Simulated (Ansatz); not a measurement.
The same calculation of CH3FOSn, SMILES [F][SnH]1[CH2][O]1 as a Python script and as an input file (the Ansatz DFT code, driven from Python).

Script `ch3fosn.py`:
```python
'''Minimum-energy structure of CH3FOSn.'''

import ansatz as az
import numpy as np

BASIS_SET = 'def2-SVP'
XC = 'b3lyp'
DISPERSION = 'd3bj'

GEOMETRY = '''
F     1.42550   -1.93820   -0.90630
Sn   -0.17140   -1.03170   -0.11820
C    -0.16830    1.08890   -0.17830
O     0.57400    0.60600    0.92590
H    -1.11890   -1.96670    1.00090
H     0.57430    1.56990   -0.87910
H    -1.05380    1.60390    0.10940
'''

ch3fosn = az.Crystal.molecule()
for line in GEOMETRY.strip().splitlines():
    symbol, *xyz = line.split()
    ch3fosn = ch3fosn.atom(symbol, [float(v) for v in xyz])

calc = ch3fosn.calculation()
calc = calc.basis(gaussian=BASIS_SET)
calc = calc.functional(XC, dispersion=DISPERSION)
symbols = [site.symbol for site in ch3fosn.cartesian_sites]
start = np.array([site.position_ang for site in ch3fosn.cartesian_sites], dtype=float)
def progress(event):
    if event['event'] == 'relax_step':
        row = event['data']
        print(f'step {row["step"]:3d}  E = {row["lagrangian_ev"]:.6f} eV  max force {row["allowed_force_max_ev_ang"]:.4f} eV/A')


rep = calc.relax(force_tolerance=0.005, max_steps=100).session().plan().execute(on_event=progress).report
end = np.array(rep['positions_ang'])

for key in ('converged', 'free_energy_ev', 'reference_energy_ev', 'n_frozen', 'n_occupied', 'n_virtual'):
    print(f'{key:22s} {rep[key]}')

print('bond        before    after (A)')
for i, j in [(0, 1), (1, 2), (1, 3), (1, 4), (2, 3), (2, 5), (2, 6)]:
    d0, d1 = (np.linalg.norm(xyz[i] - xyz[j]) for xyz in (start, end))
    print(f'{symbols[i]}{i}-{symbols[j]}{j}'.ljust(10), f'{d0:8.4f} {d1:8.4f}')
for i, j, k in [(0, 1, 2), (0, 1, 3), (0, 1, 4), (2, 1, 3), (2, 1, 4), (3, 1, 4), (1, 2, 3), (1, 2, 5)]:
    u, v = end[i] - end[j], end[k] - end[j]
    print(f'angle {symbols[i]}{i}-{symbols[j]}{j}-{symbols[k]}{k}: {np.degrees(np.arccos(np.clip(u @ v / np.linalg.norm(u) / np.linalg.norm(v), -1, 1))):.2f} deg')
```

```console
$ python ch3fosn.py
step   1  E = -11677.050347 eV  max force 3.4237 eV/A
step   2  E = -11677.383620 eV  max force 1.3806 eV/A
step   3  E = -11677.491512 eV  max force 1.8674 eV/A
step   4  E = -11677.637054 eV  max force 4.1135 eV/A
step   5  E = -11678.082033 eV  max force 1.2540 eV/A
step   6  E = -11678.186851 eV  max force 1.6721 eV/A
step   7  E = -11678.055930 eV  max force 3.1358 eV/A
step   8  E = -11678.290380 eV  max force 0.4621 eV/A
step   9  E = -11678.314266 eV  max force 0.3629 eV/A
step  10  E = -11678.350579 eV  max force 0.3069 eV/A
step  11  E = -11678.339287 eV  max force 2.3389 eV/A
step  12  E = -11678.379784 eV  max force 0.4337 eV/A
step  13  E = -11678.406132 eV  max force 0.8207 eV/A
step  14  E = -11678.468901 eV  max force 0.8874 eV/A
step  15  E = -11678.563468 eV  max force 0.4496 eV/A
step  16  E = -11678.590228 eV  max force 1.5920 eV/A
step  17  E = -11678.612919 eV  max force 1.4037 eV/A
step  18  E = -11678.651553 eV  max force 1.4224 eV/A
step  19  E = -11678.754647 eV  max force 0.6557 eV/A
step  20  E = -11678.815299 eV  max force 0.3973 eV/A
step  21  E = -11678.825873 eV  max force 1.2505 eV/A
step  22  E = -11678.918714 eV  max force 0.7357 eV/A
step  23  E = -11678.949288 eV  max force 1.0274 eV/A
step  24  E = -11678.977051 eV  max force 0.8023 eV/A
step  25  E = -11678.998336 eV  max force 0.5067 eV/A
step  26  E = -11678.992820 eV  max force 0.5223 eV/A
step  27  E = -11679.009708 eV  max force 0.2575 eV/A
step  28  E = -11679.018120 eV  max force 0.0721 eV/A
step  29  E = -11679.018254 eV  max force 0.0501 eV/A
step  30  E = -11679.018602 eV  max force 0.0421 eV/A
step  31  E = -11679.018994 eV  max force 0.0133 eV/A
step  32  E = -11679.019120 eV  max force 0.0048 eV/A
converged              True
free_energy_ev         -11679.019344115426
reference_energy_ev    -11678.7918869546
n_frozen               0
n_occupied             [24, 24]
n_virtual              [59, 59]
bond        before    after (A)
F0-Sn1       1.9982   2.0120
Sn1-C2       2.1215   3.1974
Sn1-O3       2.0803   2.4585
Sn1-H4       1.7391   1.8051
C2-O3        1.4154   1.2172
C2-H5        1.1287   1.1092
C2-H6        1.0640   1.1114
angle F0-Sn1-C2: 60.15 deg
angle F0-Sn1-O3: 80.01 deg
angle F0-Sn1-H4: 94.06 deg
angle C2-Sn1-O3: 19.87 deg
angle C2-Sn1-H4: 86.02 deg
angle O3-Sn1-H4: 83.75 deg
angle Sn1-C2-O3: 43.34 deg
angle Sn1-C2-H5: 76.93 deg
```

`input.yaml`:
```yaml
crystal:
  periodic: [false, false, false]
  atoms:
    - { symbol: F, position_ang: [1.4255, -1.9382, -0.9063] }
    - { symbol: Sn, position_ang: [-0.1714, -1.0317, -0.1182] }
    - { symbol: C, position_ang: [-0.1683, 1.0889, -0.1783] }
    - { symbol: O, position_ang: [0.574, 0.606, 0.9259] }
    - { symbol: H, position_ang: [-1.1189, -1.9667, 1.0009] }
    - { symbol: H, position_ang: [0.5743, 1.5699, -0.8791] }
    - { symbol: H, position_ang: [-1.0538, 1.6039, 0.1094] }
basis:
  gaussian:
    orbitals: def2-SVP
hamiltonian:
  xc: b3lyp
  dispersion: d3bj
relax:
  f_tol: 0.005
  max_steps: 100
```

Caveats:
- Total energies depend on the basis set; only differences at equal settings carry meaning.
- The end point is the stationary point reached from this start; no frequency run checks that it is a minimum, and the basis set is modest.
- def2 sets replace the cores of elements past krypton by effective core potentials.
- Total less reference energy is the dispersion correction.
- b3lyp holds the VWN-RPA fit, as in Gaussian; the form of ORCA and Turbomole is b3lyp5.
- The bonding changed during the relaxation, so the end is another isomer than the start names.
- Hardware and time: 110 s on 1 thread of Arm Neoverse V2, with other jobs on the host, peak memory 0.25 GiB.

(Lines on the test bed's own set-up are left out of the output.)
